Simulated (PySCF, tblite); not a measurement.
# boric acid (BH3O3): dynamics, then NMR shifts and electronic excitations on frames, part 2 of 2

tblite 0.8.0 and PySCF 2.14.0. Atoms count from 0. Earlier steps stand in the parts before.

## Step 10: Ultraviolet spectrum: 800 fs, PBE0/def2-SVPD

Job settings and geometry (Å):

```
{"job": {"kind": "uv", "xc": "PBE0", "basis": "def2-SVPD", "nstates": 5, "ntriplets": 0}, "charge": 0, "multiplicity": 1}
O     -1.507300     0.220200    -0.410700
B     -1.645800    -0.747800     0.615200
O     -0.823700    -1.128200     1.645500
O     -2.828800    -1.378500     0.665200
H     -0.671100     0.657100    -0.197500
H      0.195600    -0.913200     1.588300
H     -3.531900    -0.988900     0.108900
```

Method: TDDFT PBE0/def2-SVPD, vertical, gas phase, core orbitals frozen in the response.

The program printed:

```text
coarse grid: 6208 points
cycle   1  E = -251.8066910955  dE =  4.981e-01  |g| = 9.654e-01  |ddm| = 3.139e+00
cycle   2  E = -251.5976148451  dE =  2.091e-01  |g| = 1.431e+00  |ddm| = 2.056e+00
cycle   3  E = -251.9862011629  dE = -3.886e-01  |g| = 5.222e-02  |ddm| = 1.229e+00
cycle   4  E = -251.9863879897  dE = -1.868e-04  |g| = 4.291e-02  |ddm| = 7.346e-02
cycle   5  E = -251.9867184537  dE = -3.305e-04  |g| = 7.340e-03  |ddm| = 3.676e-02
cycle   6  E = -251.9867284224  dE = -9.969e-06  |g| = 8.746e-04  |ddm| = 6.789e-03
final grid: 60952 points
cycle   7  E = -252.0359274929  dE = -2.356e-05  |g| = 6.878e-03  |ddm| = 3.452e-02
cycle   8  E = -252.0359180389  dE =  9.454e-06  |g| = 9.941e-03  |ddm| = 1.294e-02
cycle   9  E = -252.0359359117  dE = -1.787e-05  |g| = 4.452e-04  |ddm| = 7.711e-03
cycle  10  E = -252.0359359377  dE = -2.600e-08  |g| = 2.765e-04  |ddm| = 5.800e-04
cycle  11  E = -252.0359359517  dE = -1.395e-08  |g| = 2.755e-05  |ddm| = 2.193e-04
cycle  12  E = -252.0359359518  dE = -1.678e-10  |g| = 7.862e-06  |ddm| = 4.184e-05
converged SCF energy = -252.0359359518

Static polarisability (au): isotropic 28.781, principal 22.591 29.980 33.773

Singlet excitations
state   eV       nm        f      main configurations
  1   7.3910    167.8   0.00622   H->L 0.81, H-1->L 0.15
  2   7.5203    164.9   0.00335   H-1->L 0.81, H->L 0.16
  3   8.3000    149.4   0.01930   H-2->L 0.83, H-3->L 0.12
  4   8.5936    144.3   0.04348   H-3->L 0.77, H-2->L 0.09, H->L+1 0.08
  5   8.7306    142.0   0.02289   H->L+1 0.81
```

Run time: 3.9 s. Hardware: 1 thread of Intel Xeon Platinum 8488C, shared host; peak memory 0.47 GiB.

Key values: HOMO -9.26 eV, LUMO -0.57 eV; lowest singlet 7.39 eV.

## Step 11: Nuclear shieldings: 1000 fs, PBE0/pcSseg-1

Job settings and geometry (Å):

```
{"job": {"kind": "nmr", "xc": "PBE0", "basis": "pcSseg-1", "pop": false}, "charge": 0, "multiplicity": 1}
O     -1.331600    -0.003600     0.069400
B     -1.754000    -0.919600     1.083800
O     -0.860500    -1.474400     1.916900
O     -3.028700    -1.157100     1.417800
H     -0.381900    -0.139300    -0.091900
H      0.085900    -1.334700     1.871600
H     -3.668200    -0.909900     0.677600
```

With the program's defaults for keys left out, this is: GIAO PBE0/pcSseg-1 NMR shielding, non-relativistic, gas phase.

The program printed:

```text
coarse grid: 6208 points
cycle   1  E = -251.9480896555  dE =  5.735e-01  |g| = 1.019e+00  |ddm| = 2.173e+00
cycle   2  E = -251.8125376258  dE =  1.356e-01  |g| = 1.360e+00  |ddm| = 1.202e+00
cycle   3  E = -252.1309134857  dE = -3.184e-01  |g| = 4.980e-02  |ddm| = 7.001e-01
cycle   4  E = -252.1312407257  dE = -3.272e-04  |g| = 2.798e-02  |ddm| = 3.872e-02
cycle   5  E = -252.1313616561  dE = -1.209e-04  |g| = 8.658e-03  |ddm| = 1.652e-02
cycle   6  E = -252.1313741822  dE = -1.253e-05  |g| = 1.431e-03  |ddm| = 4.857e-03
cycle   7  E = -252.1313745601  dE = -3.779e-07  |g| = 3.641e-04  |ddm| = 1.065e-03
final grid: 60952 points
cycle   8  E = -252.1807840464  dE = -2.875e-05  |g| = 6.565e-03  |ddm| = 1.208e-02
cycle   9  E = -252.1807790230  dE =  5.023e-06  |g| = 8.564e-03  |ddm| = 6.588e-03
cycle  10  E = -252.1807909953  dE = -1.197e-05  |g| = 3.729e-04  |ddm| = 3.850e-03
cycle  11  E = -252.1807910180  dE = -2.270e-08  |g| = 1.861e-04  |ddm| = 3.449e-04
cycle  12  E = -252.1807910235  dE = -5.527e-09  |g| = 6.080e-05  |ddm| = 1.065e-04
cycle  13  E = -252.1807910241  dE = -6.469e-10  |g| = 7.511e-06  |ddm| = 3.609e-05
converged SCF energy = -252.1807910241

GIAO shielding tensors (ppm)
atom      isotropic    diamagn.    paramagn.     s11        s22        s33       span
  0 O      241.477     392.746    -151.269    184.663    242.969    296.800    112.137
  1 B       81.953     195.455    -113.502     73.332     85.333     87.194     13.862
  2 O      246.459     386.649    -140.191    185.105    263.728    290.543    105.438
  3 O      246.690     383.785    -137.095    183.037    273.029    284.003    100.966
  4 H       29.194      34.974      -5.780     22.955     26.063     38.564     15.608
  5 H       28.759      32.856      -4.097     22.838     24.215     39.224     16.386
  6 H       27.186      28.110      -0.924     20.801     23.690     37.068     16.268
```

It took 2.6 s on 1 thread of Intel Xeon Platinum 8488C, shared host; peak memory 0.39 GiB.

This run: δ O0 94.6, O2 89.6, O3 89.4, B1 18.1, H6 4.53, H5 2.96 ppm.

## Step 12: Ultraviolet spectrum: 1000 fs, PBE0/def2-SVPD

The job, as its differences from that of step 11:

```diff
@@ -1,2 +1,2 @@
-{"job": {"kind": "nmr", "xc": "PBE0", "basis": "pcSseg-1", "pop": false}, "charge": 0, "multiplicity": 1}
+{"job": {"kind": "uv", "xc": "PBE0", "basis": "def2-SVPD", "nstates": 5, "ntriplets": 0}, "charge": 0, "multiplicity": 1}
 O     -1.331600    -0.003600     0.069400
```

With the program's defaults for keys left out, this is: TDDFT PBE0/def2-SVPD, vertical, gas phase, core orbitals frozen in the response.

The program printed:

```text
coarse grid: 6208 points
cycle   1  E = -251.8145464269  dE =  5.393e-01  |g| = 9.643e-01  |ddm| = 3.198e+00
cycle   2  E = -251.6309057406  dE =  1.836e-01  |g| = 1.386e+00  |ddm| = 2.012e+00
cycle   3  E = -251.9911965840  dE = -3.603e-01  |g| = 4.494e-02  |ddm| = 1.184e+00
cycle   4  E = -251.9914248223  dE = -2.282e-04  |g| = 2.977e-02  |ddm| = 6.178e-02
cycle   5  E = -251.9915745634  dE = -1.497e-04  |g| = 7.864e-03  |ddm| = 2.694e-02
cycle   6  E = -251.9915858455  dE = -1.128e-05  |g| = 1.001e-03  |ddm| = 6.470e-03
cycle   7  E = -251.9915859909  dE = -1.454e-07  |g| = 6.261e-04  |ddm| = 1.535e-03
final grid: 60952 points
cycle   8  E = -252.0403026078  dE = -2.762e-05  |g| = 6.082e-03  |ddm| = 4.118e-02
cycle   9  E = -252.0402969216  dE =  5.686e-06  |g| = 8.320e-03  |ddm| = 1.155e-02
cycle  10  E = -252.0403093192  dE = -1.240e-05  |g| = 3.924e-04  |ddm| = 6.570e-03
cycle  11  E = -252.0403093485  dE = -2.930e-08  |g| = 1.720e-04  |ddm| = 6.118e-04
cycle  12  E = -252.0403093534  dE = -4.842e-09  |g| = 6.884e-05  |ddm| = 1.789e-04
cycle  13  E = -252.0403093543  dE = -8.997e-10  |g| = 7.779e-06  |ddm| = 6.564e-05
converged SCF energy = -252.0403093543

Static polarisability (au): isotropic 28.232, principal 22.447 29.356 32.893

Singlet excitations
state   eV       nm        f      main configurations
  1   7.4409    166.6   0.00546   H->L 0.97
  2   7.7194    160.6   0.00617   H-1->L 0.96
  3   8.0311    154.4   0.02381   H-2->L 0.96
  4   8.7480    141.7   0.04212   H-1->L+1 0.82
  5   8.8897    139.5   0.00639   H->L+1 0.90
```

It took 3.9 s on 1 thread of Intel Xeon Platinum 8488C, shared host; peak memory 0.47 GiB.

This run: HOMO -9.34 eV, LUMO -0.44 eV; lowest singlet 7.44 eV.

## Step 13: Run by run: NMR shifts

Shifts (ppm), with basis size and wall time:

```tsv
frame	H4	H6	H5	O0	O3	O2	B1	functions	time
250 fs	3.61	3.10	1.38	102.3	83.1	62.4	19.3	83	2.9 s
425 fs	2.27	1.44	3.30	71.6	67.5	103.8	16.6	83	2.6 s
625 fs	1.91	4.87	3.83	89.4	107.7	86.4	19.8	83	2.7 s
800 fs	2.28	3.95	4.89	86.7	97.8	102.3	19.7	83	2.6 s
1000 fs	2.52	4.53	2.96	94.6	89.4	89.6	18.1	83	2.6 s
```

## Step 14: Comparing the runs: electronic excitations

Excitations and ground-state properties, with basis size and wall time:

```tsv
frame	lowest singlet (eV)	brightest (eV)	f	gap (eV)	α (Å³)	μ (D)	functions	time
250 fs	7.43	7.43	0.023	8.79	4.16	2.58	113	4.1 s
425 fs	7.57	9.14	0.035	9.03	4.09	2.93	113	4.3 s
625 fs	7.56	8.74	0.052	8.86	4.17	3.03	113	3.8 s
800 fs	7.39	8.59	0.043	8.69	4.26	2.64	113	3.9 s
1000 fs	7.44	8.75	0.042	8.90	4.18	2.34	113	3.9 s
```

## Step 15: Summary of results

What follows sums up all 2 parts.

| quantity | value |
| --- | --- |
| thermostat | 400 K |
| mean temperature, second half | 396 K |
| mean potential energy above the minimum | 0.26 eV |
| 1H shifts against TMS (PBE0/pcSseg-1, 250 fs) | 3.61, 3.10, 1.38 ppm |
| 17O shifts against H2O (PBE0/pcSseg-1, 250 fs) | 102.3, 83.1, 62.4 ppm |
| 11B shifts against BF3·OEt2 (PBE0/pcSseg-1, 250 fs) | 19.3 ppm |
| lowest singlet (PBE0/def2-SVPD, 250 fs) | 7.43 eV (167 nm), f = 0.023 |
| range of the shift of O2 | 62.4 to 103.8 ppm |
| range of the lowest singlet | 7.39 to 7.57 eV |

In words: In the second half the potential energy averages 0.26 eV above the minimum; equipartition over 15 harmonic modes at 400 K would give 0.26 eV. With 7 atoms the temperature swings widely (148 to 626 K). Shifts at one fixed geometry are not the observed spectrum, which averages over the motion. In the first frame run (250 fs): The lowest singlet, at 7.43 eV, is HOMO→LUMO 0.97 and is weak. Across the 5 runs the shift of O2 moves most, between 62.4 (250 fs) and 103.8 ppm (425 fs). The lowest singlet runs from 7.39 eV (800 fs) to 7.57 eV (425 fs), while the orbital gap spans 8.69 to 9.03 eV. The lowest state need not be the same one in every run. The runs solved for a few states only, so the brightest column depends on that window.
